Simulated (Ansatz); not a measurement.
**SiNH2F (SMILES N[Si]F) at BHLYP/STO-3G**

What is the electronic atomisation energy of SiNH2F at BHLYP/STO-3G? 

The calculation is run with Ansatz 0.2.0.

69 further runs of the same task are left out: 69 set aside as unsound or not needed.

### 1 The system as given

SiNH2F: 5 atoms, total charge 0, spin state singlet. As SMILES, `N[Si]F`. Geometry: relaxed at PBE0-D4/def2-TZVP. This is one conformer, not always the lowest.

Bond lengths: N1–Si2 1.702 Å, Si2–F3 1.622 Å, N1–H4 1.010 Å, N1–H5 1.008 Å. Angles: N1–Si2–F3 98.5°, Si2–N1–H4 125.0°, Si2–N1–H5 122.2°, H4–N1–H5 112.8°.

### 2 The energy at BHLYP/STO-3G

input.yaml reads:

```yaml
crystal:
  periodic: [false, false, false]
  atoms:
    - {symbol: "N", position_ang: [-0.421300, 0.240100, -0.331100]}
    - {symbol: Si, position_ang: [0.136100, -1.133600, 0.505100]}
    - {symbol: F, position_ang: [1.565400, -0.548800, 1.001500]}
    - {symbol: H, position_ang: [0.085400, 1.109600, -0.420900]}
    - {symbol: H, position_ang: [-1.315700, 0.259100, -0.796000]}
basis:
  gaussian:
    orbitals: STO-3G
accuracy: high
hamiltonian:
  xc: {name: BHLYP}
```

The run is started by

```
ansatz run input.yaml --threads 1 --pin off --max-ram 2610MiB --events-out events.jsonl --progress --plain --runs-dir runs
```

The program printed:

```text
Warning: RAYON_NUM_THREADS=1 ignored (pool sized by the plan → 1); use --threads N
Functional definition: BHLYP
  name "BHLYP"
  parameter a = 0.5
  exchange = (1 - a)*b88_x + a*exact_x
  correlation = lyp_c
383 factors; integrals over basis functions are off by at most 2.9e-8 eV
mean field evaluation 1: about -11963.2184 eV, gradient 2.1e1 eV
mean field evaluation 2: about -11963.7779 eV, gradient 1.9e1 eV
mean field evaluation 4: about -11964.9074 eV, gradient 3.6e-1 eV
mean field evaluation 8: about -11964.9312 eV, gradient 3.7e-3 eV
mean field evaluation 16: about -11964.9312 eV, gradient 2.3e-8 eV
mean field -11964.93117139 eV, -439.7031104269 hartree, gradient 2.2e-8 eV, S^2 0.000000; 0 other end points of the search recorded, 0 dependent functions left out
reference -11964.93118933 eV, -439.7031110862 hartree; 16, 16 occupied and 5, 5 virtual orbitals, 383 factors
Total energy: -11964.93118933 eV, -439.7031110862 hartree
```

Wall time 1.2 s (1 thread of Arm Neoverse V1, shared host); peak memory 0.096 GiB.

### 3 The F atom at the same level

molecule.yaml reads:

```yaml
crystal:
  periodic: [false, false, false]
  atoms:
    - {symbol: F, position_ang: [0.000000, 0.000000, 0.000000]}
basis:
  gaussian: {orbitals: STO-3G}
hamiltonian: {xc: {name: BHLYP}}
magnetization: {spin_polarized: true, initial_magnetization: 1}
accuracy: high
```

The run is started by

```
ansatz run molecule.yaml --threads 1 --pin off --max-ram 2610MiB --events-out events.jsonl --progress --plain --runs-dir runs
```

The program printed, cut to the lines that bear on the results:

```text
Warning: RAYON_NUM_THREADS=1 ignored (pool sized by the plan → 1); use --threads N
[... 5 set-up lines as earlier in the session ...]
15 factors; integrals over basis functions are off by at most 1.2e-9 eV
mean field evaluation 1: about -2674.1239 eV, gradient 1.7e-12 eV
mean field evaluation 2: about -2674.1249 eV, gradient 9.3e-12 eV
mean field -2674.12489434 eV, -98.2722772800 hartree, gradient 0.0e0 eV, S^2 0.750000; 0 other end points of the search recorded, 0 dependent functions left out
reference -2674.12489910 eV, -98.2722774549 hartree; 5, 4 occupied and 0, 1 virtual orbitals, 15 factors
Total energy: -2674.12489910 eV, -98.2722774549 hartree
```

It took 0.16 s on 1 thread of Arm Neoverse V1, shared host.

### 4 The H atom, same level

input.yaml reads:

```yaml
crystal:
  periodic: [false, false, false]
  atoms:
    - {symbol: H, position_ang: [0.000000, 0.000000, 0.000000]}
basis:
  gaussian:
    orbitals: STO-3G
magnetization:
  spin_polarized: true
  initial_magnetization: 1
hamiltonian:
  xc: {name: BHLYP}
accuracy: high
```

Run the same way, it converges to -0.46466 Eh (log not shown).

### 5 The N atom

run.yaml reads:

```yaml
basis:
  gaussian: {orbitals: STO-3G}
crystal:
  periodic: [false, false, false]
  atoms:
    - {symbol: "N", position_ang: [0.000000, 0.000000, 0.000000]}
magnetization: {spin_polarized: true, initial_magnetization: 3}
hamiltonian: {xc: {name: BHLYP}}
accuracy: high
```

Run the same way, it converges to -53.88610 Eh (log not shown).

### 6 The Si atom at the same level

in.yaml reads:

```yaml
crystal:
  periodic: [false, false, false]
  atoms:
    - symbol: Si
      position_ang: [0.000000, 0.000000, 0.000000]
basis:
  gaussian:
    orbitals: STO-3G
total_charge: 0
magnetization:
  spin_polarized: true
  initial_magnetization: 2
hamiltonian:
  xc: {name: BHLYP}
accuracy: high
```

Run the same way, it converges to -285.95554 Eh (log not shown).

### 7 What came out

Level: BHLYP/STO-3G.

```
                     quantity          value
       molecule: total energy  -439.70311 Eh
         F atom: total energy   -98.27228 Eh
                 F atom: ⟨S²⟩          0.750
         H atom: total energy    -0.46466 Eh
                 H atom: ⟨S²⟩          0.750
         N atom: total energy   -53.88610 Eh
                 N atom: ⟨S²⟩          3.750
        Si atom: total energy  -285.95554 Eh
                Si atom: ⟨S²⟩          2.000
electronic atomisation energy      17.956 eV
```

Taking the molecule apart into free atoms costs 17.96 eV (1732 kJ/mol), before zero-point energy and without spin-orbit coupling. In a minimal basis such a difference can be off by several eV, whatever the method.
